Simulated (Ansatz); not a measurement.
# YbFe3 (AuCu3 type): equation of state

One table from this session's results is given with a row withheld; the runs are named, their logs left out.

Computed with Ansatz 0.2.0 (DFT PBE, scalar-relativistic, plane waves, PAW, unless a step's input says otherwise).

2 further runs of the same task are left out: 2 that didn't finish. Runs told in other sessions of the task aren't counted.

### The system as given

It takes space group Pm-3m (No. 221, cubic). Conventional cell: a = 3.915 Å, b = 3.915 Å, c = 3.915 Å, α = 90.00°, β = 90.00°, γ = 90.00°. Yb (site symmetry m-3m) has 12 Fe at 2.77 Å in its first shell of neighbours. Fe (site symmetry 4/mmm) has 4 Yb at 2.77 Å and 8 Fe at 2.77 Å in its first shell of neighbours.

Structure file:

```
CELL_PARAMETERS angstrom
3.91520 0.00000 0.00000
0.00000 3.91520 0.00000
0.00000 0.00000 3.91520
ATOMIC_POSITIONS crystal
Yb 0.00000 0.00000 0.00000
Fe 0.00000 0.50000 0.50000
Fe 0.50000 0.50000 0.00000
Fe 0.50000 0.00000 0.50000
```

An earlier run at PBE left this cell at 15.004 Å³/atom and -0.01 GPa (8×8×8 mesh).

Volume factors to run: 0.980, 1.020, 0.960, 1.040, 1.070, 1.100, 0.945.

The first run:

Input file input.yaml:

```yaml
crystal:
  lattice:
    - [3.8889271443, 0.0, 0.0]
    - [0.0, 3.8889271443, 0.0]
    - [0.0, 0.0, 3.8889271443]
  atoms:
    - { symbol: Yb, position: [0.0, 0.0, 0.0] }
    - { symbol: Fe, position: [0.0, 0.5, 0.5], spin: 2.71 }
    - { symbol: Fe, position: [0.5, 0.5, 0.0], spin: 2.71 }
    - { symbol: Fe, position: [0.5, 0.0, 0.5], spin: 2.71 }
basis:
  ecutwfc: 420
  ecutrho_ratio: 4
kpoints:
  mp_grid: { grid: [8, 8, 8] }
hamiltonian:
  xc: pbe
scf:
  occupations: { method: gaussian, width: 0.05 }
output:
  forces: true
  stress: true
  eigenvalues: true
  populations: true
magnetization:
  spin_polarized: true
```

Launch:

```sh
> ansatz run input.yaml --threads 2 --pin off --max-ram 2662MiB --backend cpu --events-out ev --progress --plain --runs-dir out
```

Steps of the session up to this table: Scaling the volume by 0.980; Volume × 1.020; Scaling the volume by 0.960; At 1.040 of the relaxed volume; Scaling the volume by 1.070; At 1.100 of the relaxed volume; Scaling the volume by 0.945.

One of the session's tables, all rows but one given; the rest of the session is left out.

It belongs to the step «The fit». 

| volume (Å³/atom) | energy (meV/atom) | pressure (GPa) | moment of atom 2 (μB) |
| --- | --- | --- | --- |
| 14.179 | 16.94 | 6.93 | 2.42 |
| 14.404 | 8.68 | 4.83 | 2.43 |
| 14.704 | 2.05 | 2.27 | 2.45 |
| 15.004 | 0.00 | -0.01 | 2.47 |
| 15.304 | 2.02 | -2.02 | 2.48 |
| 15.604 | 7.61 | -3.79 | 2.50 |
| 16.054 | ? | ? | ? |
| 16.504 | 41.47 | -7.91 | 2.57 |

Q: Estimate the row for volume (Å³/atom) = 16.054 from the others.

Worked estimate for «energy (meV/atom)». A straight line through the neighbours (15.604, 7.61) and (16.504, 41.47) gives 7.61 + (41.47 − 7.61) × (16.054 − 15.604) / (16.504 − 15.604) = 24.54; a parabola fitted to 3 rows on both sides gives 21.34.

As computed: energy (meV/atom): 21.67; pressure (GPa): -6.03; moment of atom 2 (μB): 2.54. In «energy (meV/atom)» the line misses by +2.87 and the parabola by -0.33.

Limits of these values: Warnings in the runs' records: stability check not made.
